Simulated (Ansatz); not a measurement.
**CH8OSi2: a ladder of functionals and wavefunction methods**

The task here is to estimate one member of a computed series from the others.

The runs use Ansatz 0.2.0, Gaussian basis; functionals in def2-TZVPP, the program's frozen cores in correlated methods.

Levels to be run: PBE-D4, r2SCAN-D4, PBE0-D4, B3LYP-D4, ωB97X-V, ωB97M-V, B2PLYP; CCSD(T)/def2-TZVPP; MP2/def2-QZVPP; extrapolation to the limit.

### The relaxed structure

All runs share one geometry, relaxed beforehand with PBE0-D4 in a triple-zeta def2 set.

SMILES `OC[SiH2][SiH3]`, 12 atoms, charge 0, spin multiplicity 1.

Atoms are counted from 1 here; the program's logs count them from 0.

Bond lengths: O1–C2 1.420 Å, O1–H5 0.960 Å, C2–Si3 1.898 Å, C2–H6 1.093 Å, C2–H7 1.099 Å, Si3–Si4 2.342 Å, Si3–H8 1.488 Å, Si3–H9 1.494 Å, Si4–H10 1.488 Å, Si4–H11 1.489 Å, Si4–H12 1.488 Å. Angles: C2–O1–H5 108.5°, O1–C2–Si3 112.8°, O1–C2–H6 106.3°, O1–C2–H7 111.6°, Si3–C2–H6 109.2°, Si3–C2–H7 110.3°, H6–C2–H7 106.3°, C2–Si3–Si4 111.9°, C2–Si3–H8 110.0°, C2–Si3–H9 107.7°, Si4–Si3–H8 110.2°, Si4–Si3–H9 109.3°, H8–Si3–H9 107.7°, Si3–Si4–H10 110.6°, Si3–Si4–H11 110.4°, Si3–Si4–H12 110.4°, H10–Si4–H11 108.6°, H10–Si4–H12 108.6° and more.

The first run:

The input, in.yaml:

```yaml
crystal:
  periodic: [false, false, false]
  atoms:
    - {symbol: O, position_ang: [-0.590659, 2.626099, 0.101712]}
    - {symbol: C, position_ang: [0.094455, 1.433023, 0.453187]}
    - {symbol: Si, position_ang: [-0.396932, -0.045156, -0.631976]}
    - {symbol: Si, position_ang: [0.657857, -2.020759, 0.053661]}
    - {symbol: H, position_ang: [-1.535108, 2.469556, 0.178840]}
    - {symbol: H, position_ang: [1.159641, 1.639649, 0.318615]}
    - {symbol: H, position_ang: [-0.040287, 1.187234, 1.516342]}
    - {symbol: H, position_ang: [-0.075519, 0.241487, -2.056632]}
    - {symbol: H, position_ang: [-1.877379, -0.212957, -0.525640]}
    - {symbol: H, position_ang: [0.232945, -3.164477, -0.797376]}
    - {symbol: H, position_ang: [0.311467, -2.328538, 1.468381]}
    - {symbol: H, position_ang: [2.136416, -1.880262, -0.045015]}
basis:
  gaussian: {orbitals: def2-TZVPP}
hamiltonian: {xc: pbe, dispersion: d4}
output: {forces: true, orbitals: {seedname: orbitals}}
```

The run is started by

```bash
ansatz run in.yaml --threads 4 --pin off --events-out ev --progress --plain --max-ram 10444MiB
```

Steps of the session up to this table: PBE-D4 (GGA); r2SCAN-D4 (meta-GGA); PBE0-D4 (hybrid); B3LYP-D4 (hybrid); ωB97X-V (range-separated); ωB97M-V (range-separated); B2PLYP (double hybrid); CCSD(T) in def2-TZVPP; MP2 in def2-QZVPP.

One of the session's tables, all rows but one given; the rest of the session is left out.

It belongs to the step «Atomisation energies». 

| method | atomisation energy (kJ/mol) |
| --- | --- |
| PBE-D4 | 3898.5 |
| r2SCAN-D4 | 3887.2 |
| PBE0-D4 | 3857.8 |
| B3LYP-D4 | 3884.5 |
| ωB97X-V | 3912.0 |
| ωB97M-V | 3891.2 |
| B2PLYP | 3833.2 |
| HF/def2-TZVPP | 2867.8 |
| MP2/def2-TZVPP | 3793.8 |
| CCSD/def2-TZVPP | 3751.7 |
| CCSD(T)/def2-TZVPP | 3794.4 |
| MP2/CBS | 3894.3 |
| CCSD(T)/CBS | ? |

Estimate the missing values for CCSD(T)/CBS.

The run gave: atomisation energy (kJ/mol): 3894.9. In the column «atomisation energy (kJ/mol)» it lies between MP2/CBS (3894.3) and PBE-D4 (3898.5).

Limits of these values: Free atoms (1 O, 1 C, 2 Si, 8 H) were run apart at each level; the atomisation energy is their sum less the molecule, without zero-point or spin-orbit terms.
